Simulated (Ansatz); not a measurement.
# Li3ScCl3: the cost of one run

Program: Ansatz 0.2.0. Level of theory: DFT PBE, scalar-relativistic, plane waves, PAW. These are calculated values, not measurements.

1 further run of the same task is left out (it didn't finish).

## Step 1: The starting structure

The structure is hexagonal, space group P6_3mc (No. 186). Conventional cell: a = 3.506 Å, b = 3.506 Å, c = 17.185 Å, α = 90.00°, β = 90.00°, γ = 120.00°. Around Li (site symmetry 3m) lie 4 Cl at 2.15 Å and 3 Sc at 2.29 Å. Around Li (site symmetry 3m) lie 4 Cl at 2.15 Å. Around Sc (site symmetry 3m) lie 3 Li at 2.29 Å and 3 Cl at 2.29 Å. Around Cl (site symmetry 3m) lie 4 Li at 2.15 Å and 3 Sc at 2.29 Å. Cl (site symmetry 3m) is surrounded by 4 Li at 2.15 Å.

Structure file:

```
Li Sc Cl
1.0
     3.50610    0.00000    0.00000
    -1.75305    3.03637    0.00000
     0.00000    0.00000   17.18498
Li Sc Cl
6 2 6
Direct
  0.00000 0.00000 0.81250
  0.00000 0.00000 0.31250
  0.33333 0.66667 0.97920
  0.66667 0.33333 0.47920
  0.33333 0.66667 0.64580
  0.66667 0.33333 0.14580
  0.33333 0.66667 0.25000
  0.66667 0.33333 0.75000
  0.00000 0.00000 0.68750
  0.00000 0.00000 0.18750
  0.33333 0.66667 0.85420
  0.66667 0.33333 0.35420
  0.33333 0.66667 0.52080
  0.66667 0.33333 0.02080
```

Recipe of the guess: 4-connected net, two elements alternating, guests in its cages (P6_3mc, No. 186). Its size is a rough estimate.

## Step 2: The guess as it stands, on a coarse mesh

input.yaml reads:

```yaml
crystal:
  lattice:
    - [3.5060992, 0.0, 0.0]
    - [-1.7530496, 3.03637098, 0.0]
    - [0.0, 0.0, 17.18498096]
  atoms:
    - { symbol: Li, position: [0.0, 0.0, 0.8125] }
    - { symbol: Li, position: [0.0, 0.0, 0.3125] }
    - { symbol: Li, position: [0.33333333, 0.66666667, 0.97920001] }
    - { symbol: Li, position: [0.66666667, 0.33333333, 0.47920001] }
    - { symbol: Li, position: [0.33333333, 0.66666667, 0.64579999] }
    - { symbol: Li, position: [0.66666667, 0.33333333, 0.14579999] }
    - { symbol: Sc, position: [0.33333333, 0.66666667, 0.25] }
    - { symbol: Sc, position: [0.66666667, 0.33333333, 0.75] }
    - { symbol: Cl, position: [0.0, 0.0, 0.6875] }
    - { symbol: Cl, position: [0.0, 0.0, 0.1875] }
    - { symbol: Cl, position: [0.33333333, 0.66666667, 0.85420001] }
    - { symbol: Cl, position: [0.66666667, 0.33333333, 0.35420001] }
    - { symbol: Cl, position: [0.33333333, 0.66666667, 0.52079999] }
    - { symbol: Cl, position: [0.66666667, 0.33333333, 0.02079999] }
basis:
  ecutwfc: 420
kpoints:
  mp_grid: { grid: [6, 6, 1] }
hamiltonian:
  xc: pbe
scf:
  occupations: { method: gaussian, width: 0.1 }
  lower_state_search: "off"
output:
  forces: true
  stress: true
  eigenvalues: true
```

Command:

```sh
ansatz run input.yaml --threads 1 --pin off --max-ram 2560MiB --backend cpu --events-out ev --progress --plain --runs-dir out
```

What time and memory should one allow on 1 thread of Arm Neoverse V1, shared host?

About 6.6 s, with a peak of 0.38 GiB.
